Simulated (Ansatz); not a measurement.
**MnHg: how the settings move a single-point run**

How sensitive is a single-point run of MnHg to its settings? A reference run comes first, then one run with altered input.

Computed with Ansatz 0.2.0 (reference: DFT, PBE, PAW with Ansatz's default frozen-core files, scalar-relativistic, unless a step's input says otherwise).

### 1 The system as given

Symmetry: P4/mmm, No. 123, tetragonal system. The conventional cell has a = 3.288 Å, b = 3.288 Å, c = 3.313 Å, α = 90.00°, β = 90.00°, γ = 90.00°. Mn (site symmetry 4/mmm) is surrounded by 8 Hg at 2.85 Å. Hg (site symmetry 4/mmm) is surrounded by 8 Mn at 2.85 Å.

As a file:

```cif
data_structure
_symmetry_space_group_name_H-M 'P4/mmm'
_symmetry_Int_Tables_number 123
_cell_length_a 3.2880
_cell_length_b 3.2880
_cell_length_c 3.3130
_cell_angle_alpha 90.000
_cell_angle_beta 90.000
_cell_angle_gamma 90.000
_cell_volume 35.82
loop_
_atom_site_label
_atom_site_type_symbol
_atom_site_symmetry_multiplicity
_atom_site_Wyckoff_symbol
_atom_site_fract_x
_atom_site_fract_y
_atom_site_fract_z
_atom_site_occupancy
Mn1 Mn 1 d 0.50000 0.50000 0.50000 1
Hg1 Hg 1 a 0.00000 0.00000 0.00000 1
```

### 2 Baseline

File input.yaml:

```yaml
crystal:
  lattice:
    - [3.288, 0.0, 0.0]
    - [0.0, 3.288, 0.0]
    - [0.0, 0.0, 3.313]
  atoms:
    - { symbol: Mn, position: [0.5, 0.5, 0.5], spin: 4.0 }
    - { symbol: Hg, position: [0.0, 0.0, 0.0] }
magnetization:
  spin_polarized: true
kpoints:
  mp_grid: { grid: [12, 12, 12] }
scf:
  occupations: { method: fermi_dirac, width: 0.05 }
  lower_state_search: "off"
hamiltonian:
  xc: pbe
  pseudopotentials: { kind: paw }
output:
  forces: true
  stress: true
  eigenvalues: true
  populations: true
```

On the command line:

```bash
> ansatz run input.yaml --threads 1 --pin off --max-ram 3072MiB --backend cpu --events-out ev --progress --plain --runs-dir out
```

### 3 Changing settings: hubbard.sites [{species: Mn, l: d, u_eff: 4.0}], hubbard.double_counting amf

input.yaml, as its differences from that of step 2:

```diff
@@ -18,2 +18,3 @@
   pseudopotentials: { kind: paw }
+  hubbard: { sites: [{ species: Mn, l: d, u_eff: 4.0 }], double_counting: amf }
 output:
@@ -23 +24,5 @@
   populations: true
+  write_density: true
+  write_potential: true
+  elf: true
+  volumetric_format: npy
```

What does the calculation give? Wanted: for each run, ending; energy change; pressure; abs. moment; force.

The runs gave:

| run | ending | energy change | pressure (GPa) | abs. moment (μB) | force (eV/Å) | cycles | time |
| --- | --- | --- | --- | --- | --- | --- | --- |
| reference | converged | 0 | 1.9 | 4.13 | 0.00 | 11 | 28 s |
| 1: hubbard.sites [{species: Mn, l: d, u_eff: 4.0}], hubbard.double_counting amf | converged | -35.6 meV/atom (U changed: no physical gain or loss) | 0.3 | 3.93 | 0.00 | 20 | 46 s |

Times don't compare one to one where runs were asked for different outputs or read a saved state (see the inputs); cycles may leave out searches for a lower state.

Residual by cycle in the longest SCF loop of each run; runs are numbered as in the table. The quantity is the density residual dr2, in eV.

| cycle | reference | run 1 |
| --- | --- | --- |
| 1 | 6.23 | 6.23 |
| 3 | 0.375 | 0.378 |
| 4 | 0.0191 | 0.0206 |
| 6 | 8.0e-4 | 0.0133 |
| 8 | 2.2e-5 | 5.6e-4 |
| 10 | 4.5e-8 | 8.2e-5 |
| 11 | 9.5e-9 | 6.5e-5 |
| 13 | - | 9.1e-5 |
| 15 | - | 2.2e-5 |
| 17 | - | 3.2e-6 |
| 18 | - | 1.3e-6 |
| 20 | - | 4.1e-9 |

Changing the Hubbard U moves the energy by -35.6 meV/atom, and the pressure goes from 1.9 to 0.3 GPa and the absolute moment goes from 4.13 to 3.93 μB. The U term adds an energy of its own, so the shift says nothing about which run is better. A changed U is a change of model: its shifts are not errors of convergence.
